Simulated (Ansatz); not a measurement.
# CH6AlBO: geometry optimisation

The task is a geometry optimisation, for CH6AlBO. SMILES: [CH3][AlH][BH]O.

All numbers are computed with the Python package of Ansatz 0.2.0. Level of theory: B3LYP/def2-SVP.

### 1 The system

Bond lengths: C1–Al2 1.940 Å, Al2–B3 2.037 Å, B3–O4 1.432 Å, C1–H5 1.095 Å, C1–H6 1.131 Å, C1–H7 1.151 Å, Al2–H8 1.624 Å, B3–H9 1.202 Å, O4–H10 0.996 Å. Angles: C1–Al2–B3 118.1°, C1–Al2–H8 122.4°, B3–Al2–H8 119.5°, Al2–C1–H5 113.0°, Al2–C1–H6 111.8°, Al2–C1–H7 108.8°, H5–C1–H6 111.3°, H5–C1–H7 107.4°, H6–C1–H7 104.1°, Al2–B3–O4 124.2°, Al2–B3–H9 121.7°, O4–B3–H9 114.0°, B3–O4–H10 108.9°.

The script holds or builds the structure itself.

### 2 The script

Input file ch6albo.py:

```python
"""Geometry optimisation of CH6AlBO."""

import itertools

import ansatz as az
from ase import Atoms
from ase.data import atomic_numbers, covalent_radii
import numpy as np
import pandas as pd


def main() -> None:
    atoms = Atoms(["C", "Al", "B", "O", "H", "H", "H", "H", "H", "H"], positions=[
        (-1.5891, 0.4967, -0.3454),
        (0.2656, 0.3115, -0.882),
        (1.5134, -0.7501, 0.328),
        (1.1206, -1.3323, 1.5759),
        (-2.1148, -0.4621, -0.2868),
        (-1.6915, 1.0814, 0.6178),
        (-2.1377, 1.1419, -1.1248),
        (0.8478, 0.9748, -2.2457),
        (2.6824, -0.8728, 0.0772),
        (1.1863, -0.6403, 2.2886),
    ])
    ch6albo = az.Crystal.molecule_from_ase(atoms)

    calculation = (
        ch6albo.calculation()
        .basis(gaussian="def2-SVP")
        .functional("b3lyp")
        .scf(lower_state_search="light")
    )
    symbols = [site.symbol for site in ch6albo.cartesian_sites]
    start = np.array([site.position_ang for site in ch6albo.cartesian_sites], dtype=float)
    def progress(event):
        if event["event"] == "relax_step":
            row = event["data"]
            print(f"step {row['step']:3d}  E = {row['lagrangian_ev']:.6f} eV  largest force component {row['allowed_force_max_ev_ang']:.4f} eV/A")


    data = calculation.relax(force_tolerance=0.005, max_steps=100).session().plan().execute(on_event=progress).report
    end = np.array(data["positions_ang"])

    print(f"E = {data['free_energy_ev']:.6f} eV = {data['free_energy_ev'] / 27.211386246:.7f} Ha")
    print("converged:", data["converged"], " doubts:", data["published_state_doubts"] or "none")

    # pairs closer than 1.2 times the sum of covalent radii, before or after
    radius = [covalent_radii[atomic_numbers[s]] for s in symbols]
    span = lambda where, i, j: np.linalg.norm(where[i] - where[j])
    bonded = [(i, j) for i, j in itertools.combinations(range(len(symbols)), 2) if min(span(start, i, j), span(end, i, j)) < 1.2 * (radius[i] + radius[j])]
    print("pair        before    after (A)")
    for i, j in bonded:
        print(f"{symbols[i]}{i}-{symbols[j]}{j}".ljust(10), f"{span(start, i, j):8.4f} {span(end, i, j):8.4f}")

    charges = data["charge_distribution"]
    table = pd.DataFrame({"atom": symbols, "mulliken": charges["mulliken_charges_e"], "lowdin": charges["lowdin_charges_e"]})
    print(table.round(3).to_string())
    print("dipole (e A):", np.round(charges["dipole_moment_e_ang"], 4) + 0.0)


if __name__ == "__main__":
    main()
```

### 3 The input behind the calls

The package turns the script's settings into the engine's input:

```yaml
crystal:
  periodic: [false, false, false]
  atoms:
    - { symbol: C, position_ang: [-1.5891, 0.4967, -0.3454] }
    - { symbol: Al, position_ang: [0.2656, 0.3115, -0.882] }
    - { symbol: B, position_ang: [1.5134, -0.7501, 0.328] }
    - { symbol: O, position_ang: [1.1206, -1.3323, 1.5759] }
    - { symbol: H, position_ang: [-2.1148, -0.4621, -0.2868] }
    - { symbol: H, position_ang: [-1.6915, 1.0814, 0.6178] }
    - { symbol: H, position_ang: [-2.1377, 1.1419, -1.1248] }
    - { symbol: H, position_ang: [0.8478, 0.9748, -2.2457] }
    - { symbol: H, position_ang: [2.6824, -0.8728, 0.0772] }
    - { symbol: H, position_ang: [1.1863, -0.6403, 2.2886] }
basis:
  gaussian:
    orbitals: def2-SVP
hamiltonian:
  xc: b3lyp
scf:
  lower_state_search: light
relax:
  f_tol: 0.005
  max_steps: 100
```

### 4 Running it

Run with:

```bash
$ python ch6albo.py
```

Without the output at hand: what should come out? Wanted: total energy; dipole moment; moves of the relaxation; energy gained; last largest force component.

**Answer**, as computed:

| quantity | value |
| --- | --- |
| total energy | -10451.2675 eV |
| dipole moment | 1.95 D |
| moves of the relaxation | 50 |
| energy gained | 1.077 eV |
| last largest force component | 0.0025 eV/Å |

**Reading.** The relaxation took 50 moves; the largest shift is 0.827 Å, of atom 7 (H). So large a move can change the bonding: the results belong to the relaxed structure. The end point is the stationary point reached from this start; no frequency run checks that it is a minimum, and the basis set is modest. The Löwdin charges here are taken after orthogonalising the functions within each atom; they differ from plain Löwdin charges, and their signs can be unphysical. b3lyp holds the VWN-RPA fit, as in Gaussian; the form of ORCA and Turbomole is b3lyp5.
